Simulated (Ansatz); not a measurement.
# C₂H₇BOS: one species, many methods

The task here is to estimate one member of a computed series from the others.

The runs use Ansatz 0.2.0, Gaussian basis; functionals in def2-TZVPP, the program's frozen cores in correlated methods.

Levels to be run: LDA (SPW92), PBE-D4, revPBE-D4, BLYP-D4, r2SCAN-D4, B97M-V, PBE0-D4, B3LYP-D4, r2SCANh-D4, r2SCAN0-D4, HSE06-D4, BHLYP-D4, CAM-B3LYP-D4, LC-ωPBE, ωB97X-V, ωB97M-V, B2PLYP, PBE-QIDH; CCSD(T)/def2-SVP; CCSD(T)/def2-TZVPP; MP2/def2-QZVPP; extrapolation to the limit; RPA on PBE.

## The geometry

All runs share one geometry, relaxed beforehand with PBE0-D4 in a triple-zeta def2 set.

12 atoms, charge 0, spin multiplicity 1.

Atoms are counted from 1 here; the program's logs count them from 0.

Bond lengths: B1–O2 1.341 Å, B1–H6 1.196 Å, B1–H7 1.203 Å, O2–C3 1.418 Å, C3–C4 1.513 Å, C3–H8 1.092 Å, C3–H9 1.096 Å, C4–S5 1.806 Å, C4–H10 1.091 Å, C4–H11 1.092 Å, S5–H12 1.343 Å. Angles: O2–B1–H6 117.0°, O2–B1–H7 120.1°, H6–B1–H7 122.9°, B1–O2–C3 122.2°, O2–C3–C4 109.6°, O2–C3–H8 108.0°, O2–C3–H9 110.1°, C4–C3–H8 109.9°, C4–C3–H9 110.6°, H8–C3–H9 108.5°, C3–C4–S5 112.4°, C3–C4–H10 111.0°, C3–C4–H11 109.9°, S5–C4–H10 110.3°, S5–C4–H11 105.5°, H10–C4–H11 107.5°, C4–S5–H12 96.9°.

The first run:

in.yaml

```yaml
crystal:
  periodic: [false, false, false]
  atoms:
    - {symbol: B, position_ang: [-0.834703, 1.349147, 1.571496]}
    - {symbol: O, position_ang: [-0.184778, 0.196461, 1.355962]}
    - {symbol: C, position_ang: [-0.300900, -0.519136, 0.136726]}
    - {symbol: C, position_ang: [1.022697, -0.493434, -0.595393]}
    - {symbol: S, position_ang: [1.000387, -1.503586, -2.092542]}
    - {symbol: H, position_ang: [-0.656520, 1.883426, 2.626540]}
    - {symbol: H, position_ang: [-1.557744, 1.801665, 0.722500]}
    - {symbol: H, position_ang: [-0.575253, -1.549268, 0.374214]}
    - {symbol: H, position_ang: [-1.092168, -0.081731, -0.482075]}
    - {symbol: H, position_ang: [1.317343, 0.530197, -0.833312]}
    - {symbol: H, position_ang: [1.804391, -0.923046, 0.034576]}
    - {symbol: H, position_ang: [0.134248, -0.745895, -2.784691]}
basis:
  gaussian: {orbitals: def2-TZVPP}
hamiltonian: {xc: lda}
output: {orbitals: {seedname: orbitals}}
```

Steps of the session up to this table: LDA; PBE-D4 (GGA); revPBE-D4 (GGA); BLYP-D4 (GGA); r2SCAN-D4 (meta-GGA); B97M-V (meta-GGA); PBE0-D4 (hybrid); B3LYP-D4 (hybrid); r2SCANh-D4 (hybrid); r2SCAN0-D4 (hybrid); HSE06-D4 (hybrid); BHLYP-D4 (hybrid); CAM-B3LYP-D4 (range-separated); LC-ωPBE (range-separated); ωB97X-V (range-separated); ωB97M-V (range-separated); B2PLYP (double hybrid); PBE-QIDH (double hybrid).

One of the session's tables, all rows but one given; the rest of the session is left out.

It belongs to the step «Orbital energies across the functionals». 

| functional | HOMO (eV) | gap (eV) |
| --- | --- | --- |
| LDA (SPW92) | -6.04 | 4.24 |
| PBE-D4 | -5.91 | 4.39 |
| revPBE-D4 | -5.86 | 4.44 |
| BLYP-D4 | ? | ? |
| r2SCAN-D4 | -6.16 | 5.02 |
| B97M-V | -6.27 | 4.98 |
| PBE0-D4 | -7.15 | 6.61 |
| B3LYP-D4 | -6.91 | 6.12 |
| r2SCANh-D4 | -6.62 | 5.83 |
| r2SCAN0-D4 | -7.31 | 7.02 |
| HSE06-D4 | -6.74 | 5.83 |
| BHLYP-D4 | -8.25 | 8.66 |
| CAM-B3LYP-D4 | -8.51 | 9.01 |
| LC-ωPBE | -9.93 | 11.66 |
| ωB97X-V | -9.56 | 11.15 |
| ωB97M-V | -9.40 | 10.70 |

Q: Estimate the row for BLYP-D4 from the others.

Worked estimate for «HOMO (eV)». Against the share of exact exchange, B3LYP-D4 (0.2, -6.91), BHLYP-D4 (0.5, -8.25) give a slope of -4.47 per unit share; at 0 the line stands at -6.02.

The run gave: HOMO (eV): -5.76; gap (eV): 4.36. In «HOMO (eV)» the line misses by -0.26.
